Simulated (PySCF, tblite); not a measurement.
**C5H8F2GeS: geometry, infrared bands and NMR shifts**

Aim: predict the infrared bands and NMR shifts of C5H8F2GeS (`[F][GeH]([F])[C@@H]1CCC(=S)C1`).

Computed with tblite 0.8.0 and PySCF 2.14.0, with density-fitted response routines of our own, on a single molecule in the gas phase. Atoms count from 0, in the outputs and in this text.

### 1 The molecule as given

17 atoms, charge 0, multiplicity 1; geometry from: force field or distance geometry start.

Bonds of the start (Å): F0–Ge1 1.76, Ge1–F2 1.75, Ge1–C3 1.94, C3–C4 1.52, C4–C5 1.50, C5–C6 1.50, C6–S7 1.43, C6–C8 1.50, C8–C3 1.48, Ge1–H9 1.55, C3–H10 1.12, C4–H11 1.11, C4–H12 1.11, C5–H13 1.11, C5–H14 1.11, C8–H15 1.10, C8–H16 1.11.

### 2 Relaxing the molecule with GFN2-xTB

What the job is given:

```
{"job": {"kind": "relax", "xc": "GFN2-xTB", "basis": "xTB"}, "charge": 0, "multiplicity": 1}
F      3.395500     1.058300     0.588600
Ge     2.257800    -0.065400    -0.150300
F      2.531700    -1.695100     0.430100
C      0.453300     0.523900     0.226600
C     -0.331300    -0.467400     1.066100
C     -1.667500    -0.687400     0.409800
C     -1.719400     0.456500    -0.551500
S     -2.865100     1.229800    -0.916900
C     -0.308300     0.623000    -1.044100
H      2.415700     0.002200    -1.689600
H      0.440600     1.517000     0.742600
H     -0.425100    -0.109400     2.107900
H      0.249600    -1.411200     1.137400
H     -1.620500    -1.597000    -0.220900
H     -2.506900    -0.690300     1.128500
H     -0.150200    -0.256000    -1.690800
H     -0.156900     1.580400    -1.583500
```

Started as:

```console
$ OMP_NUM_THREADS=1 python probes_run.py task.json out
```

One launch serves the whole session: the jobs run in the order shown.

**Question.** This job is followed by: GFN2-xTB harmonic vibrations, gas phase; GIAO PBE0/pcSseg-1 NMR shielding, non-relativistic, gas phase. Predict these results of the whole session: strongest single infrared mode (GFN2-xTB); zero-point energy (GFN2-xTB); 13C shifts against TMS (PBE0/pcSseg-1); 1H shifts against TMS (PBE0/pcSseg-1); 19F shifts against CFCl3 (PBE0/pcSseg-1); 73Ge shifts against GeMe4 (PBE0/pcSseg-1); 33S shifts against CS2 (PBE0/pcSseg-1).

The runs gave:

| quantity | value |
| --- | --- |
| strongest single infrared mode (GFN2-xTB) | 1869 cm⁻¹, 440 km/mol |
| zero-point energy (GFN2-xTB) | 73.0 kcal/mol |
| 13C shifts against TMS (PBE0/pcSseg-1) | 281.4, 54.6, 53.9, 41.1, 31.1 ppm |
| 1H shifts against TMS (PBE0/pcSseg-1) | 6.33, 3.31, 3.26, 3.19, 2.91, 2.64, 2.62, 2.33 ppm |
| 19F shifts against CFCl3 (PBE0/pcSseg-1) | -170.6, -186.6 ppm |
| 73Ge shifts against GeMe4 (PBE0/pcSseg-1) | 46 ppm |
| 33S shifts against CS2 (PBE0/pcSseg-1) | 939 ppm |

In words: Over 168 steps the energy fell by 1.689 eV; of the close pairs, C6–S7 changed most, 1.430 to 1.617 Å. No mode is imaginary among the 45: a minimum at this level. The strongest single mode, at 1869 cm⁻¹, moves mainly H9. GFN2-xTB is a fitted tight-binding method: band positions and strengths are rough. Its intensities can rank the bands wrongly. C6 (thiocarbonyl carbon) lies farthest downfield among carbon, at 281.4 ppm; the small n→π* gap of C=S deshields it strongly. At PBE0/pcSseg-1: The widest tensor belongs to S7: span 2426 ppm, with a paramagnetic part of -1491 ppm. Spin-orbit coupling is left out, which matters for shieldings and couplings at and beside the heavy atoms.
